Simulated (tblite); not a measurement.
# C3H10F2N2Si: the cost of one run

Computed with tblite 0.8.0 and PySCF 2.14.0, with density-fitted response routines of our own, on a single molecule in the gas phase. Atoms are numbered from 0 throughout.

## Step 1: Starting geometry

18 atoms, charge 0, multiplicity 1; geometry from: force field or distance geometry start.

Bonds of the start (Å): N0–Si1 1.68, Si1–N2 1.69, Si1–C3 1.87, C3–F4 1.37, C3–C5 1.52, C5–C6 1.52, C6–F7 1.35, N0–H8 1.02, N0–H9 1.02, Si1–H10 1.47, N2–H11 1.03, N2–H12 1.03, C3–H13 1.11, C5–H14 1.10, C5–H15 1.09, C6–H16 1.09, C6–H17 1.09.

## Step 2: Geometry optimisation with GFN2-xTB

Job settings and geometry (Å):

```
{"job": {"kind": "relax", "xc": "GFN2-xTB", "basis": "xTB"}, "charge": 0, "multiplicity": 1}
N     -1.666800     0.810500    -0.817500
Si    -1.123900    -0.678600    -0.265600
N     -2.551000    -1.098900     0.529000
C      0.378600    -0.585400     0.841400
F      0.190700     0.413400     1.767300
C      1.749600    -0.392300     0.209600
C      1.946400     0.991800    -0.399400
F      1.158800     1.117800    -1.488100
H     -0.991300     1.152200    -1.498700
H     -1.631200     1.484300    -0.049600
H     -0.956100    -1.582000    -1.412800
H     -3.301700    -0.942800    -0.157100
H     -2.743400    -0.405800     1.261800
H      0.419200    -1.524100     1.425200
H      2.510800    -0.508800     0.995400
H      1.929000    -1.156300    -0.539700
H      2.982100     1.127600    -0.718500
H      1.691500     1.783600     0.305600
```

Launch:

```
$ OMP_NUM_THREADS=1 python probes_run.py task.json out
```

One launch serves the whole session: the jobs run in the order shown.

Q: Estimate the wall time of this first job on 1 thread of Arm Neoverse N1, shared host.

About 1.2 s.
